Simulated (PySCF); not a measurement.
# GaH6N: the cost of one run

Computed with PySCF 2.14.0, with density-fitted response routines of our own, on a single molecule in the gas phase. Atoms count from 0, in the outputs and in this text.

## 1. The starting structure

8 atoms, charge 0, multiplicity 1; geometry from: GFN2-xTB. The atoms were then displaced at random by about 0.01 Å, so the start is not that level's minimum.

Bonds of the start (Å): N0–Ga1 2.09, N0–H2 1.05, N0–H3 1.03, N0–H4 1.01, Ga1–H5 1.53, Ga1–H6 1.53, Ga1–H7 1.54.

## 2. Optimising the geometry at PBE0-D3(BJ)/def2-SVP

The job: settings as JSON, then the geometry in Å.

```
{"job": {"xc": "PBE0", "basis": "def2-SVP", "d3": "d3bj", "grid": 1, "shake": 0.01, "kind": "geom"}, "charge": 0, "multiplicity": 1}
N     -0.990910    -0.090360     0.041760
Ga     1.093590     0.067700    -0.050140
H     -1.442960     0.024930    -0.900320
H     -1.367550     0.673670     0.623570
H     -1.306850    -0.969560     0.412990
H      1.417450    -0.086140     1.438140
H      1.401900    -1.119300    -0.965670
H      1.250450     1.479930    -0.652800
```

Launch:

```bash
> OMP_NUM_THREADS=1 python probes_run.py task.json out
```

The driver reads the jobs from task.json and runs them one after another.

Q: Estimate the wall time and peak memory of this first job on 1 thread of Arm Neoverse V2, shared host.

About 11 s, with a peak of 0.32 GiB.
